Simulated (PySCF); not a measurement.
NMgH3, in a box:

```xyz
5
Lattice="11.0000 0.0000 0.0000 0.0000 14.0000 0.0000 0.0000 0.0000 11.0000" Properties=species:S:1:pos:R:3 pbc="T T T"
N     5.4283    5.5481    5.4238
Mg    5.8301    7.4441    5.1534
H     4.7890    5.1314    4.9435
H     5.8568    5.0576    6.1313
H     6.2315    9.0570    4.9173
```

The cell isn't the ideal one: atoms moved at random, drawn with an rms of 0.05 Å.

Base run:

| Item | Value |
| --- | --- |
| Program | PySCF 2.14.0 |
| Functional | B97-D |
| Dispersion | D3 |
| Potentials or basis | cc-pvdz (all-electron) |
| k mesh | 1 × 1 × 1 |
| Occupations | fixed |
| Spin | no spin polarisation |

Its results: gap between the frontier levels 3.59 eV.

**Question.** After a change of settings the same cell gave: gap between the frontier levels 5.04 eV. Which change was it?
A. functional from B97-D to HCTH407
B. functional from B97-D to B3LYP5
C. functional from B97-D to BP86; dispersion from D3 to none

**Answer.** B.

Caveats: this is a molecule in a periodic box at the Γ point, so its band gap is the HOMO-LUMO gap; the basis of atomic orbitals isn't converged, which shifts pressures, moduli and gaps.

Runs at the PBE level aren't shown here.
